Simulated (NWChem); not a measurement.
**One shape, several levels: GeSiH5SOF (SMILES O[SiH](F)[S][GeH3])**

We compute a comparison of 3 runs (HF/STO-3G, HF/3-21G, B3LYP/6-31G*) of GeSiH5SOF. 

Program for the calculation: NWChem 7.3.0.

## (1) Starting point

The species is GeSiH5SOF (10 atoms), meant as a singlet with charge 0. SMILES: `O[SiH](F)[S][GeH3]`. Geometry: relaxed at PBE0-D4/def2-TZVP. This is one conformer, not always the lowest.

Bond lengths: O1–Si2 1.634 Å, Si2–F3 1.598 Å, Si2–S4 2.097 Å, S4–Ge5 2.241 Å, O1–H6 0.959 Å, Si2–H7 1.476 Å, Ge5–H8 1.533 Å, Ge5–H9 1.534 Å, Ge5–H10 1.532 Å. Some angles: O1–Si2–F3 107.4°, O1–Si2–S4 108.4°, F3–Si2–S4 112.4°, Si2–S4–Ge5 98.4°, O1–Si2–H7 113.5°, F3–Si2–H7 106.0°, S4–Si2–H7 109.2°, Si2–O1–H6 117.9°, S4–Ge5–H8 109.7°, S4–Ge5–H9 104.0°.

## (2) Energy and forces at HF/STO-3G (run 1)

Input file mymol.xyz:

```xyz
10

O     -0.273900     1.108600     1.248500
Si    -0.554100    -0.500400     1.310300
F     -2.069800    -0.738100     0.864600
S      0.811300    -1.459900     0.039900
Ge     0.818200     0.038400    -1.627000
H     -0.969500     1.696800     1.549000
H     -0.434400    -1.067200     2.667700
H     -0.614300     0.505500    -1.908100
H      1.384300    -0.737800    -2.822800
H      1.727400     1.214600    -1.258700
```

Input file mymol.nw:

```
START mymol
memory total 2200 mb
charge 0

GEOMETRY units angstrom noautosym nocenter noautoz
 load format xyz mymol.xyz
END

BASIS spherical bse
 * library STO-3G
END

SCF
 thresh 1e-08
 maxiter 80
END

TASK scf gradient
```

Command:

```bash
$ nwchem mymol.nw > mymol.out
```

What it wrote:

```text
[...]
  functions       =    51
[...]
  wavefunction    = RHF
[...]
         Total SCF energy =  -2905.418968208940
      One-electron energy =  -5182.757876108687
      Two-electron energy =   1720.951763958499
 Nuclear repulsion energy =    556.387143941247
        Time for solution =      5.6s
[...]
                         RHF ENERGY GRADIENTS
    atom               coordinates                        gradient
                 x          y          z           x          y          z
   1 O      -0.517596   2.094950   2.359323   -0.032440  -0.006366   0.014489
   2 Si     -1.047097  -0.945619   2.476108   -0.005746   0.029116  -0.033291
   3 F      -3.911355  -1.394807   1.633857    0.012245   0.000841   0.005704
   4 S       1.533135  -2.758811   0.075400    0.004316  -0.020141   0.013829
   5 Ge      1.546174   0.072565  -3.074584   -0.003992   0.000000   0.009319
   6 H      -1.832089   3.206487   2.927186    0.023224  -0.006107  -0.010761
   7 H      -0.820897  -2.016716   5.041222    0.001038  -0.012509   0.022588
   8 H      -1.160859   0.955256  -3.605786   -0.036879   0.010426  -0.005654
   9 H       2.615948  -1.394240  -5.334319    0.014754  -0.023441  -0.027837
  10 H       3.264313   2.295261  -2.378598    0.023479   0.028181   0.011613
[...]
```

Wall time 9.9 s (1 thread of Intel Xeon Platinum 8375C at 2.90GHz (Ice Lake), shared host); peak memory 0.098 GiB.

## (3) Energy and forces at HF/3-21G (run 2)

Input file work.nw:

```
echo
start work
title "FGeH5OSSi"
memory stack 880 mb heap 220 mb global 1100 mb
geometry noautosym nocenter noautoz
O       -0.273900       1.108600       1.248500
Si      -0.554100      -0.500400       1.310300
F       -2.069800      -0.738100       0.864600
S        0.811300      -1.459900       0.039900
Ge       0.818200       0.038400      -1.627000
H       -0.969500       1.696800       1.549000
H       -0.434400      -1.067200       2.667700
H       -0.614300       0.505500      -1.908100
H        1.384300      -0.737800      -2.822800
H        1.727400       1.214600      -1.258700
end
basis spherical bse
* library 3-21G
end
scf
thresh 1e-08
maxiter 80
end
task scf gradient
```

Command:

```bash
$ nwchem work.nw > work.out
```

What it wrote:

```text
[...]
  functions       =    76
[...]
  wavefunction    = RHF
[...]
         Total SCF energy =  -2924.687275539884
      One-electron energy =  -5184.705158010533
      Two-electron energy =   1703.630738529402
 Nuclear repulsion energy =    556.387143941247
        Time for solution =      6.3s
[...]
                         RHF ENERGY GRADIENTS
    atom               coordinates                        gradient
                 x          y          z           x          y          z
   1 O      -0.517596   2.094950   2.359323    0.006001  -0.013829   0.004167
   2 Si     -1.047097  -0.945619   2.476108   -0.008610   0.027091  -0.041324
   3 F      -3.911355  -1.394807   1.633857    0.024801  -0.000222   0.008187
   4 S       1.533135  -2.758811   0.075400   -0.011347   0.017005   0.001974
   5 Ge      1.546174   0.072565  -3.074584   -0.010208  -0.013443   0.024477
   6 H      -1.832089   3.206487   2.927186   -0.002061  -0.014696   0.000194
   7 H      -0.820897  -2.016716   5.041222   -0.000577  -0.002329   0.004485
   8 H      -1.160859   0.955256  -3.605786   -0.000874   0.000699  -0.001981
   9 H       2.615948  -1.394240  -5.334319    0.001066  -0.001542  -0.000717
  10 H       3.264313   2.295261  -2.378598    0.001809   0.001267   0.000539
[...]
```

Wall time 11 s (1 thread of Intel Xeon Platinum 8375C at 2.90GHz (Ice Lake), shared host); peak memory 0.099 GiB.

## (4) Energy and forces at B3LYP/6-31G(d) (Cartesian functions) (run 3)

Input file test.nw:

```
start test
memory total 2200 mb
charge 0

geometry noautosym nocenter noautoz
  O    -0.273900    1.108600    1.248500
  Si   -0.554100   -0.500400    1.310300
  F    -2.069800   -0.738100    0.864600
  S     0.811300   -1.459900    0.039900
  Ge    0.818200    0.038400   -1.627000
  H    -0.969500    1.696800    1.549000
  H    -0.434400   -1.067200    2.667700
  H    -0.614300    0.505500   -1.908100
  H     1.384300   -0.737800   -2.822800
  H     1.727400    1.214600   -1.258700
end

basis cartesian
  * library 6-31G*
end

dft
  xc b3lyp
  grid fine
  convergence energy 1e-08
  maxiter 100
  mulliken
  print medium
end

task dft gradient
```

Command:

```bash
$ nwchem test.nw > test.out
```

What it wrote (excerpt; [...] marks lines left out):

```text
[...]
          Wavefunction type:  closed shell.
          No. of atoms     :    10
          No. of electrons :    84
[...]
          Charge           :     0
          Spin multiplicity:     1
[...]
          AO basis - number of functions:   113
[...]
              XC Information
              --------------
                         B3LYP Method XC Potential
                     Hartree-Fock (Exact) Exchange  0.200
                        Slater Exchange Functional  0.800 local
                    Becke 1988 Exchange Functional  0.720 non-local
              Lee-Yang-Parr Correlation Functional  0.810
                  VWN I RPA Correlation Functional  0.190 local
[...]
 d= 0,ls=0.0,diis     1  -2942.5623344778 -3.50D+03  1.47D-02  1.79D+00     5.6
[...]
 d= 0,ls=0.0,diis    10  -2942.6687793394 -2.89D-09  4.16D-07  2.13D-09    41.7
         Total DFT energy =    -2942.668779339398
      One electron energy =    -5201.196688050045
           Coulomb energy =     1848.898521568567
    Exchange-Corr. energy =     -146.757756799167
 Nuclear repulsion energy =      556.387143941247
[...]
      Total Density - Mulliken Population Analysis
     ---------------------------------------------
[...]
  wavefunction    = closed shell
                         DFT ENERGY GRADIENTS
    atom               coordinates                        gradient
                 x          y          z           x          y          z
   1 O      -0.517596   2.094950   2.359323   -0.009322  -0.007218   0.003094
   2 Si     -1.047097  -0.945619   2.476108   -0.002593   0.007545  -0.007871
   3 F      -3.911355  -1.394807   1.633857    0.012030   0.001984   0.003198
   4 S       1.533135  -2.758811   0.075400   -0.004361   0.007060  -0.001508
   5 Ge      1.546174   0.072565  -3.074584   -0.001005  -0.002724   0.003487
   6 H      -1.832089   3.206487   2.927186    0.006314  -0.005416  -0.002541
   7 H      -0.820897  -2.016716   5.041222   -0.001087   0.000779  -0.000801
   8 H      -1.160859   0.955256  -3.605786    0.002229  -0.000875   0.000917
   9 H       2.615948  -1.394240  -5.334319   -0.000828   0.000965   0.002167
  10 H       3.264313   2.295261  -2.378598   -0.001378  -0.002098  -0.000143
[...]
```

Run time: 72 s. Hardware: 1 thread of Intel Xeon Platinum 8375C at 2.90GHz (Ice Lake), shared host; peak memory 0.13 GiB.

## (5) Overview of the runs

| run | level | Cartesian functions | iteration cap | energy (Eh) | dipole moment (D) | HOMO energy (eV) | LUMO energy (eV) | wall time |
| --- | --- | --- | --- | --- | --- | --- | --- | --- |
| 1 | HF/STO-3G | no | 80 | -2905.418968 | 1.26 | -7.13 | 9.88 | 9.9 s |
| 2 | HF/3-21G | no | 80 | -2924.687276 | 3.21 | -10.58 | 2.95 | 11 s |
| 3 | B3LYP/6-31G* (Cartesian functions) | yes | 100 | -2942.668779 | 2.17 | -7.21 | -0.41 | 72 s |

## (6) Results

| quantity | value |
| --- | --- |
| run 3: total energy | -2942.66878 Eh |
| run 3: dipole moment | 2.17 D |
| run 3: HOMO energy | -7.21 eV |
| run 3: LUMO energy | -0.41 eV |
| run 3: HOMO–LUMO gap | 6.80 eV |
| run 3: largest force on an atom | 0.648 eV/Å |

What this shows: The dipole moment (its size) runs from 1.26 D (HF/STO-3G) to 3.21 D (HF/3-21G). The HOMO–LUMO gap runs from 6.80 eV (B3LYP/6-31G*) to 17.01 eV (HF/STO-3G). The two ends differ in method and basis. In run 1 the basis is minimal, so the values are rough. All runs together took 93 s, the longest 72 s.
